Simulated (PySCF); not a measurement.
Runs of PySCF 2.14.0 on C2SiH4. The cell holds a molecule in a box, 7 atoms: a = 12.000 Å, b = 14.000 Å, c = 12.000 Å, α = 90.00°, β = 90.00°, γ = 90.00°. 

```csv
task,level,conv_tol,exxdiv,three-centre integrals,three-body dispersion term,frozen core bands,gap on the mesh (eV)
atomic charges,HSE06,1e-07 Ha,ewald,read from an earlier run's file,-,-,7.68
atomic charges,MN15-L+D3,1e-07 Ha,-,read from an earlier run's file,no,-,(a)
excitation energies (Tamm-Dancoff),PBE0,1e-08 Ha,ewald,read from an earlier run's file,-,7,8.48
atomic charges,revTPSS+D3(BJ),1e-07 Ha,-,read from an earlier run's file,no,-,6.55
atomic charges,PW91+D3(BJ),1e-07 Ha,-,read from an earlier run's file,no,-,6.23
atomic charges,PBE,1e-07 Ha,-,-,-,-,6.23
```

Alike in all rows: potentials or basis pob-tzvp-rev2 (all-electron); no spin polarisation; cell as given; k mesh 1 × 1 × 1; smearing fixed.

Question: Estimate the missing entries.

Answer: (a) 6.96.

Caveats: this is a molecule in a periodic box at the Γ point, so its band gap is the HOMO-LUMO gap; the basis of atomic orbitals isn't converged, which shifts pressures, moduli and gaps; this program's HSE differs a little from the usual definition (some runs); the basis is small and the box finite, so much correlation energy is missing and levels can be off by tenths of an eV (some runs); the iterative solver can pass over a root and still report convergence (some runs).

